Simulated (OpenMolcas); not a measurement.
**CHAlFO+ (SMILES [O+]#[C][AlH][F]): SOS-MP2/aug-pcseg-1 (Cholesky decomposition)**

Aim: the energy of CHAlFO+. 

The calculation is run with OpenMolcas 26.06.

3 further runs of the same task are left out: 3 set aside as unsound or not needed.

## Step 1: The system as given

CHAlFO+ has 5 atoms, charge +1, and is taken as a singlet. SMILES: `[O+]#[C][AlH][F]`. The shape comes from GFN2-xTB, which is rough for such elements, and wasn't checked as a minimum.

Bond lengths: O1–C2 1.103 Å, C2–Al3 2.205 Å, Al3–F4 1.616 Å, Al3–H5 1.492 Å. Angles: O1–C2–Al3 171.0°, C2–Al3–F4 96.6°, C2–Al3–H5 117.4°, F4–Al3–H5 146.0°.

## Step 2: A single-point energy at SOS-MP2/aug-pcseg-1 (Cholesky decomposition)

input.xyz

```xyz
5

O      0.875470    -1.765280     1.316800
C      0.590070    -0.886690     0.714870
Al    -0.292060     0.719910    -0.510680
F     -1.742320     0.033220    -0.702740
H      0.568840     1.898850    -0.818240
```

mol.inp

```
&GATEWAY
 BasLib
 $CurrDir
 Coord
 input.xyz
 Basis
 aug-pcseg-1
 Group
 NoSym

&SEWARD
 Medium

&SCF
 Charge
 1
 PrOrbitals
 1 2

&MBPT2
 SOSMP2
 Frozen
 8
```

The basis set aug-pcseg-1 is read from a file made from the Basis Set Exchange's data (not shown).

Command:

```bash
$ export MOLCAS_MEM=300
$ pymolcas mol.inp > mol.log
```

Q: Predict the results. Wanted: total energy; HOMO energy; LUMO energy; HOMO–LUMO gap; correlation energy.

Answer, from the run:

At SOS-MP2/aug-pcseg-1 (Cholesky decomposition), 8 core orbitals frozen:

| quantity | value |
| --- | --- |
| total energy | -454.92109 Eh |
| HOMO energy (Hartree–Fock orbitals) | -20.09 eV |
| LUMO energy (Hartree–Fock orbitals) | -5.27 eV |
| HOMO–LUMO gap (Hartree–Fock orbitals) | 14.82 eV |
| correlation energy (8 core orbitals frozen) | -511.1 mEh |

Mulliken charges of the mean-field density run from -0.76 on F4 to +2.00 on Al3; in a basis this large or diffuse they mean little.
